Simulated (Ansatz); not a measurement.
**C2H9BOSi: how energies converge with the basis set**

How large a basis does C2H9BOSi need? Two functionals are run in growing sets.

Program: Ansatz 0.2.0, Gaussian basis. Level of theory: one geometry, several basis sets. These are calculated values, not measurements.

Levels to be run: PBE0-D4/def2-SVP; ωB97M-V/def2-SVP; PBE0-D4/def2-QZVPP; ωB97M-V/def2-QZVPP; the functionals' def2-TZVPP values are taken from earlier runs.

### Step 1. The relaxed structure

An earlier PBE0-D4 in a triple-zeta def2 set relaxation fixed the geometry.

SMILES `COB(C)[SiH3]`, 14 atoms, charge 0, spin multiplicity 1.

Atoms are counted from 1 here; the program's logs count them from 0.

Bond lengths: C1–O2 1.409 Å, C1–H6 1.092 Å, C1–H7 1.094 Å, C1–H8 1.092 Å, O2–B3 1.350 Å, B3–C4 1.566 Å, B3–Si5 2.051 Å, C4–H9 1.096 Å, C4–H10 1.092 Å, C4–H11 1.096 Å, Si5–H12 1.494 Å, Si5–H13 1.489 Å, Si5–H14 1.494 Å. Angles: O2–C1–H6 108.9°, O2–C1–H7 112.1°, O2–C1–H8 109.0°, H6–C1–H7 109.0°, H6–C1–H8 108.8°, H7–C1–H8 109.0°, C1–O2–B3 124.7°, O2–B3–C4 117.3°, O2–B3–Si5 122.3°, C4–B3–Si5 120.4°, B3–C4–H9 110.4°, B3–C4–H10 113.0°, B3–C4–H11 110.4°, H9–C4–H10 108.8°, H9–C4–H11 105.1°, H10–C4–H11 108.8°, B3–Si5–H12 112.5°, B3–Si5–H13 110.7° and more.

### Step 2. PBE0-D4 in def2-SVP

Input file in.yaml:

```yaml
crystal:
  periodic: [false, false, false]
  atoms:
    - {symbol: C, position_ang: [-1.640766, 0.903815, 0.990493]}
    - {symbol: O, position_ang: [-0.664753, 1.142341, 0.002111]}
    - {symbol: B, position_ang: [0.278786, 0.254733, -0.376902]}
    - {symbol: C, position_ang: [1.276271, 0.702213, -1.497572]}
    - {symbol: Si, position_ang: [0.425361, -1.612535, 0.458410]}
    - {symbol: H, position_ang: [-1.546767, 1.662231, 1.770182]}
    - {symbol: H, position_ang: [-1.535363, -0.087112, 1.443025]}
    - {symbol: H, position_ang: [-2.631100, 0.984922, 0.537967]}
    - {symbol: H, position_ang: [1.235029, 0.009274, -2.345813]}
    - {symbol: H, position_ang: [1.084296, 1.714444, -1.860466]}
    - {symbol: H, position_ang: [2.308815, 0.647716, -1.133748]}
    - {symbol: H, position_ang: [0.633162, -1.561472, 1.936548]}
    - {symbol: H, position_ang: [1.570495, -2.363233, -0.127510]}
    - {symbol: H, position_ang: [-0.806265, -2.426638, 0.232174]}
basis:
  gaussian: {orbitals: def2-SVP}
hamiltonian: {xc: pbe0, dispersion: d4}
output: {orbitals: {seedname: orbitals}}
```

Started as:

```console
ansatz run in.yaml --threads 4 --pin off --events-out ev --progress --plain --max-ram 10444MiB
```

Further steps of the session: ωB97M-V in def2-SVP; PBE0-D4 in def2-QZVPP; ωB97M-V in def2-QZVPP.

Before running them: what should the planned runs give, taken together? Wanted: PBE0-D4: double and triple zeta above quadruple; ωB97M-V: double and triple zeta above quadruple.

The runs gave:

```
                                       quantity          value
PBE0-D4: double and triple zeta above quadruple  8.80, 0.55 eV
ωB97M-V: double and triple zeta above quadruple  9.07, 0.52 eV
```

**Reading.** For PBE0-D4 the step from double to triple zeta gains 8.25 eV and the next only 0.55 eV. Total energies overstate the basis error of differences, where much of it tends to cancel.
